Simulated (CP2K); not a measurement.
Ta3AsAu2O13:

```
CELL_PARAMETERS angstrom
7.33522 0.00000 0.00000
-0.15806 7.33352 0.00000
-0.15806 -0.16150 7.33174
ATOMIC_POSITIONS crystal
Ta 0.23108 0.57229 0.23108
Ta 0.23108 0.23108 0.57229
Ta 0.57229 0.23108 0.23108
As 0.55878 0.55878 0.55878
Au 0.96559 0.96559 0.96559
Au 0.75105 0.75105 0.75105
O 0.40884 0.66762 0.40884
O 0.40884 0.40884 0.66762
O 0.66762 0.40884 0.40884
O 0.49726 0.01313 0.36024
O 0.36024 0.49726 0.01313
O 0.01313 0.36024 0.49726
O 0.36024 0.01313 0.49726
O 0.01313 0.49726 0.36024
O 0.49726 0.36024 0.01313
O 0.10963 0.74806 0.10963
O 0.10963 0.10963 0.74806
O 0.74806 0.10963 0.10963
O 0.30840 0.30840 0.30840
```

The cell was built by a generator and needn't be a form met in nature.

- Program: CP2K 2026.2
- Task: relaxation of cell and atoms
- Functional: LDA
- Potentials or basis: GTH_POTENTIALS Ta GTH-PADE-q13, As GTH-PADE-q5, Au GTH-PADE-q11, O GTH-PADE-q6; DZVP-MOLOPT-SR-GTH basis
- Density cutoff: 8163 eV
- k mesh: 3 × 3 × 3
- Occupations: fermi-dirac, width 0.05 eV
- Spin: no spin polarisation

At the start: pressure -7.9 GPa; volume 20.76 Å³/atom.

Problem. Where does the relaxation end?

Solution. Over 26 steps the energy falls by 46.6 meV/atom and the volume is 18.82 Å³/atom (-9.3 %); space group R3m (No. 160, to 0.05 Å).

Step by step:
```tsv
step	energy change (eV)	largest force (eV/Å)	volume (Å³)
1	0.0000	0.9776	394.40
2	-0.2894	0.6017	390.02
3	-0.6269	0.6266	376.68
4	-0.6597	0.4108	376.61
5	-0.7271	0.3452	373.09
6	-0.7756	0.4825	368.38
7	-0.8237	0.5462	362.15
8	-0.8474	0.4333	359.17
9	-0.8570	0.2439	358.85
10	-0.8610	0.1658	358.95
11	-0.8670	0.2332	358.91
12	-0.8711	0.2189	358.64
13	-0.8745	0.1795	358.20
14	-0.8775	0.1318	357.76
15	-0.8804	0.1351	357.39
16	-0.8824	0.1456	357.28
17	-0.8833	0.0765	357.40
18	-0.8836	0.0395	357.52
19	-0.8839	0.0343	357.61
20	-0.8841	0.0604	357.66
21	-0.8844	0.0753	357.66
22	-0.8846	0.0642	357.63
23	-0.8848	0.0336	357.60
24	-0.8850	0.0471	357.60
25	-0.8852	0.0314	357.65
26	-0.8851	0.0314	357.65
```

Final structure:
```yaml
crystal:
  lattice:
    - [7.09995, 0.00000, 0.00000]
    - [-0.15300, 7.09830, 0.00000]
    - [-0.15299, -0.15632, 7.09658]
  atoms:
    - { symbol: Ta, position: [0.23084, 0.57029, 0.23084] }
    - { symbol: Ta, position: [0.23084, 0.23084, 0.57029] }
    - { symbol: Ta, position: [0.57029, 0.23084, 0.23084] }
    - { symbol: As, position: [0.56359, 0.56359, 0.56359] }
    - { symbol: Au, position: [0.97694, 0.97694, 0.97694] }
    - { symbol: Au, position: [0.75975, 0.75975, 0.75975] }
    - { symbol: O, position: [0.40827, 0.66865, 0.40827] }
    - { symbol: O, position: [0.40827, 0.40827, 0.66865] }
    - { symbol: O, position: [0.66865, 0.40827, 0.40827] }
    - { symbol: O, position: [0.49487, 0.00749, 0.35539] }
    - { symbol: O, position: [0.35539, 0.49487, 0.00749] }
    - { symbol: O, position: [0.00749, 0.35539, 0.49487] }
    - { symbol: O, position: [0.35539, 0.00749, 0.49487] }
    - { symbol: O, position: [0.00749, 0.49487, 0.35539] }
    - { symbol: O, position: [0.49487, 0.35539, 0.00749] }
    - { symbol: O, position: [0.11098, 0.75270, 0.11098] }
    - { symbol: O, position: [0.11098, 0.11098, 0.75270] }
    - { symbol: O, position: [0.75270, 0.11098, 0.11098] }
    - { symbol: O, position: [0.30773, 0.30773, 0.30773] }
```

Caveat: with these potentials and basis sets, volumes of gold and of layered tellurides can stand 1.5 % and more from those of plane-wave programs; the basis of atomic orbitals isn't converged, which shifts pressures, moduli and gaps.
